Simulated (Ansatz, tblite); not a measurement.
# B9N10 zinc blende ring rod (B₉N₁₀H₂₈+): a ladder of methods and basis sets

An exercise on one series of results from a longer session: the logs are not shown, and one member is left open.

The runs use Ansatz 0.2.0, Gaussian basis; as each input shows.

Plan: GFN1-xTB, GFN2-xTB, PBE-D4/def2-TZVP, r2SCAN-D4/def2-TZVP, CAM-B3LYP-D4/def2-TZVP, ωB97X-V/def2-TZVP, ωB97M-V/def2-TZVP, LC-ωPBE(0.10)/def2-SVP, LC-ωPBE(0.15)/def2-SVP, LC-ωPBE(0.20)/def2-SVP, LC-ωPBE(0.30)/def2-SVP, PBE-D4/def2-SVP, PBE0-D4/def2-SVP, HF/STO-3G, MP2/def2-SVP, RPA/def2-SVP.

### The geometry

The geometry is that of the singlet, from an earlier relaxation (r2SCAN-D4/def2-SVP).

47 atoms, charge 1, spin multiplicity 1.

Bond lengths: N1–B11 1.571 Å, N1–B12 1.610 Å, N1–H20 1.025 Å, N1–H21 1.026 Å, N2–B11 1.567 Å, N2–B14 1.630 Å, N2–H22 1.025 Å, N2–H23 1.025 Å, N3–B11 1.571 Å, N3–B15 1.610 Å, N3–H24 1.026 Å, N3–H25 1.025 Å, N4–B12 1.576 Å, N4–B15 1.576 Å, N4–B16 1.578 Å, N4–H26 1.029 Å, N5–B14 1.558 Å, N5–B15 1.547 Å and more. Angles: B11–N1–B12 114.6°, B11–N1–H20 110.4°, B11–N1–H21 110.7°, B12–N1–H20 108.5°, B12–N1–H21 109.3°, H20–N1–H21 102.7°, B11–N2–B14 115.1°, B11–N2–H22 110.5°, B11–N2–H23 110.5°, B14–N2–H22 108.7°, B14–N2–H23 108.7°, H22–N2–H23 102.5°, B11–N3–B15 114.6°, B11–N3–H24 110.7°, B11–N3–H25 110.4°, B15–N3–H24 109.3°, B15–N3–H25 108.5°, H24–N3–H25 102.7° and more.

The ion is computed in the gas phase, without counter-ions or solvent.

PBE0-D4/def2-TZVP was run before; its log isn't repeated, and its numbers join the tables.

The first run:

Tight binding, by tblite at 300 K electronic temperature and without a spin-polarisation term:

```python
tblite.interface.Calculator('GFN1-xTB', numbers, positions, charge=1, uhf=0).singlepoint()
```

Tight binding, by tblite at 300 K electronic temperature and without a spin-polarisation term:

```python
tblite.interface.Calculator('GFN2-xTB', numbers, positions, charge=1, uhf=0).singlepoint()
```

start.molden holds the orbitals of an earlier run on this state, given as this run's starting guess.

Input file in.yaml:

```yaml
crystal:
  periodic: [false, false, false]
  atoms:
    - {symbol: N, position_ang: [-2.196428, -0.430208, -1.621430]}
    - {symbol: N, position_ang: [-0.446238, -0.445036, -3.419664]}
    - {symbol: N, position_ang: [-0.426563, -2.196292, -1.622537]}
    - {symbol: N, position_ang: [-0.354344, -0.355176, 0.167817]}
    - {symbol: N, position_ang: [1.390258, -0.372820, -1.625725]}
    - {symbol: N, position_ang: [-0.452356, -0.455812, 3.853507]}
    - {symbol: N, position_ang: [1.372563, -0.393392, 2.064061]}
    - {symbol: N, position_ang: [-0.376822, 1.390496, -1.624609]}
    - {symbol: N, position_ang: [1.403950, 1.406836, 0.191672]}
    - {symbol: N, position_ang: [-0.394994, 1.370413, 2.065213]}
    - {symbol: B, position_ang: [-1.375491, -1.376788, -2.568577]}
    - {symbol: B, position_ang: [-1.298997, 0.549166, -0.711119]}
    - {symbol: B, position_ang: [-1.365031, 0.534603, 3.021715]}
    - {symbol: B, position_ang: [0.530628, 0.533386, -2.556990]}
    - {symbol: B, position_ang: [0.551465, -1.297344, -0.712281]}
    - {symbol: B, position_ang: [0.536912, 0.537358, 1.116743]}
    - {symbol: B, position_ang: [2.373651, 0.525626, -0.713072]}
    - {symbol: B, position_ang: [0.539455, -1.365830, 3.020490]}
    - {symbol: B, position_ang: [0.520081, 2.375239, -0.711879]}
    - {symbol: H, position_ang: [-2.850050, 0.140607, -2.167033]}
    - {symbol: H, position_ang: [-2.822544, -0.975084, -1.019069]}
    - {symbol: H, position_ang: [-1.003032, 0.129163, -4.060860]}
    - {symbol: H, position_ang: [0.128773, -1.000254, -4.061494]}
    - {symbol: H, position_ang: [-0.969734, -2.823936, -1.020225]}
    - {symbol: H, position_ang: [0.145288, -2.848356, -2.168919]}
    - {symbol: H, position_ang: [-0.916412, -0.918865, 0.820005]}
    - {symbol: H, position_ang: [2.053168, -0.919581, -2.181164]}
    - {symbol: H, position_ang: [-1.084203, -1.089330, 4.351420]}
    - {symbol: H, position_ang: [0.036951, 0.034070, 4.609440]}
    - {symbol: H, position_ang: [1.982297, -0.971172, 1.472323]}
    - {symbol: H, position_ang: [2.038066, 0.161966, 2.612120]}
    - {symbol: H, position_ang: [-0.925324, 2.052589, -2.179300]}
    - {symbol: H, position_ang: [2.021747, 2.025592, 0.724453]}
    - {symbol: H, position_ang: [-0.974457, 1.979246, 1.474194]}
    - {symbol: H, position_ang: [0.159255, 2.036792, 2.613328]}
    - {symbol: H, position_ang: [-2.087087, -2.089497, -3.247728]}
    - {symbol: H, position_ang: [-2.067432, 1.221999, -0.050946]}
    - {symbol: H, position_ang: [-2.110185, -0.135610, 2.317717]}
    - {symbol: H, position_ang: [-1.964658, 1.298078, 3.754070]}
    - {symbol: H, position_ang: [1.183314, 1.187979, -3.340228]}
    - {symbol: H, position_ang: [1.226353, -2.064719, -0.052972]}
    - {symbol: H, position_ang: [3.047870, -0.235655, -0.023807]}
    - {symbol: H, position_ang: [3.059510, 1.235444, -1.418280]}
    - {symbol: H, position_ang: [-0.129631, -2.111967, 2.316467]}
    - {symbol: H, position_ang: [1.304705, -1.964320, 3.751927]}
    - {symbol: H, position_ang: [-0.242225, 3.047369, -0.021699]}
    - {symbol: H, position_ang: [1.227981, 3.063076, -1.417076]}
basis:
  gaussian: {orbitals: def2-TZVP, fitting: {mean_field: def2-universal-jkfit}, initial_orbitals: start.molden}
total_charge: 1
hamiltonian: {xc: pbe, dispersion: d4}
scf: {omitted_lower_state_checks: [starts]}
output: {orbitals: {seedname: orbitals}}
```

Run with:

```
$ ansatz run in.yaml --threads 2 --pin off --events-out ev --progress --plain --max-ram 22528MiB --backend cuda --devices 0, --max-vram 18GiB
```

Steps of the session up to this table: PBE-D4/def2-TZVP; r2SCAN-D4/def2-TZVP; CAM-B3LYP-D4/def2-TZVP; ωB97X-V/def2-TZVP; ωB97M-V/def2-TZVP; LC-ωPBE(0.10)/def2-SVP; LC-ωPBE(0.15)/def2-SVP; LC-ωPBE(0.20)/def2-SVP; LC-ωPBE(0.30)/def2-SVP; PBE-D4/def2-SVP; PBE0-D4/def2-SVP; HF/STO-3G; MP2/def2-SVP; RPA/def2-SVP.

One table of the session follows, with a row left open; its other results are not shown here.

```
                 level  HOMO (eV)  gap (eV)
             HF/STO-3G     -12.19     21.85
       PBE-D4/def2-SVP      -8.99      5.00
      PBE-D4/def2-TZVP      -9.13      4.69
   r2SCAN-D4/def2-TZVP      -9.41      5.59
      PBE0-D4/def2-SVP     -10.34      7.28
     PBE0-D4/def2-TZVP     -10.44      6.84
CAM-B3LYP-D4/def2-TZVP     -11.88      9.03
     ωB97X-V/def2-TZVP     -12.91     11.11
     ωB97M-V/def2-TZVP          ?         ?
LC-ωPBE(0.10)/def2-SVP     -10.46      7.88
LC-ωPBE(0.15)/def2-SVP     -11.09      9.05
LC-ωPBE(0.20)/def2-SVP     -11.64     10.01
LC-ωPBE(0.30)/def2-SVP     -12.51     11.44
```

Estimate the missing values for ωB97M-V/def2-TZVP.

**Answer.** HOMO (eV): -12.77; gap (eV): 10.48. In the column «HOMO (eV)» it lies between ωB97X-V/def2-TZVP (-12.91) and LC-ωPBE(0.30)/def2-SVP (-12.51).
